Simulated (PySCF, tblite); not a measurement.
# C5H13NO3Si: geometry, infrared bands and NMR shifts

Wanted: the infrared bands and NMR shifts of C5H13NO3Si (`CCO[Si](O)(O)[C@H]1CCN1`), by calculation.

The runs use tblite 0.8.0 and PySCF 2.14.0, with density-fitted response routines of our own; the level of theory stands in each step. All values are computed, except where a source is named. Atoms are numbered from 0 throughout.

## (1) The molecule as given

23 atoms, charge 0, multiplicity 1; geometry from: force field or distance geometry start.

Bonds of the start (Å): C0–C1 1.48, C1–O2 1.43, O2–Si3 1.69, Si3–O4 1.74, Si3–O5 1.73, Si3–C6 1.83, C6–C7 1.52, C7–C8 1.53, C8–N9 1.47, N9–C6 1.46, C0–H10 1.11, C0–H11 1.11, C0–H12 1.14, C1–H13 1.11, C1–H14 1.12, O4–H15 1.00, O5–H16 0.99, C6–H17 1.13, C7–H18 1.10, C7–H19 1.11, C8–H20 1.09, C8–H21 1.12, N9–H22 1.06.

## (2) Relaxing the molecule with GFN2-xTB

Job settings and geometry (Å):

```
{"job": {"kind": "relax", "xc": "GFN2-xTB", "basis": "xTB"}, "charge": 0, "multiplicity": 1}
C     -3.349300     0.981000    -0.833900
C     -2.368500    -0.032600    -0.378100
O     -1.153000     0.528500     0.114000
Si    -0.158600    -0.755900     0.583600
O     -0.369300    -0.974200     2.298400
O     -0.696100    -2.198300    -0.211200
C      1.633800    -0.519300     0.272300
C      2.034100     0.473700    -0.802100
C      3.289200     0.551400     0.071800
N      2.363600     0.341400     1.198700
H     -3.367100     1.923200    -0.244300
H     -3.290200     1.196200    -1.925600
H     -4.387300     0.548600    -0.652100
H     -2.157600    -0.741400    -1.204000
H     -2.847200    -0.616400     0.449300
H     -0.596400    -0.091000     2.698200
H     -0.046600    -2.935100    -0.085300
H      2.179000    -1.497500     0.106600
H      1.518500     1.447900    -0.778000
H      2.228200     0.023000    -1.793600
H      3.812400     1.512200     0.053200
H      3.913500    -0.373000    -0.004600
H      1.810200     1.234600     1.349800
```

On the command line:

```console
$ OMP_NUM_THREADS=1 python probes_run.py task.json out
```

This one command runs all jobs of the session in turn.

**Question.** This job is followed by: GFN2-xTB harmonic vibrations, gas phase; GIAO PBE0/pcSseg-1 NMR shielding, non-relativistic, gas phase. What will the session give for the following? strongest single infrared mode (GFN2-xTB); zero-point energy (GFN2-xTB); 13C shifts against TMS (PBE0/pcSseg-1); 1H shifts against TMS (PBE0/pcSseg-1, means over atoms taken as alike); 17O shifts against H2O (PBE0/pcSseg-1); 29Si shifts against TMS (PBE0/pcSseg-1); 15N shifts against NH3 (PBE0/pcSseg-1).

The runs gave:

| quantity | value |
| --- | --- |
| strongest single infrared mode (GFN2-xTB) | 926 cm⁻¹, 254 km/mol |
| zero-point energy (GFN2-xTB) | 116.6 kcal/mol |
| 13C shifts against TMS (PBE0/pcSseg-1) | 62.7, 49.9, 49.4, 22.9, 22.3 ppm |
| 1H shifts against TMS (PBE0/pcSseg-1, means over atoms taken as alike) | 4.50, 4.10, 3.87, 3.80, 3.75, 2.56, 2.40, 1.84, 1.61, 1.41, 1.07 ppm |
| 17O shifts against H2O (PBE0/pcSseg-1) | 59.8, 58.2, 36.0 ppm |
| 29Si shifts against TMS (PBE0/pcSseg-1) | -48.0 ppm |
| 15N shifts against NH3 (PBE0/pcSseg-1) | 30.6 ppm |

What this shows: Relaxing lowered the energy by 1.875 eV in 287 steps; the close pair that moved most is Si3–O4, from 1.741 to 1.632 Å. No mode is imaginary among the 63: a minimum at this level. The strongest single mode, at 926 cm⁻¹, moves mainly Si3 and O5. Unscaled tight-binding wavenumbers are off by several per cent, some by more. Its intensities can rank the bands wrongly. At PBE0/pcSseg-1: Shielding is most anisotropic at N9 (span 89 ppm, paramagnetic term -88 ppm).
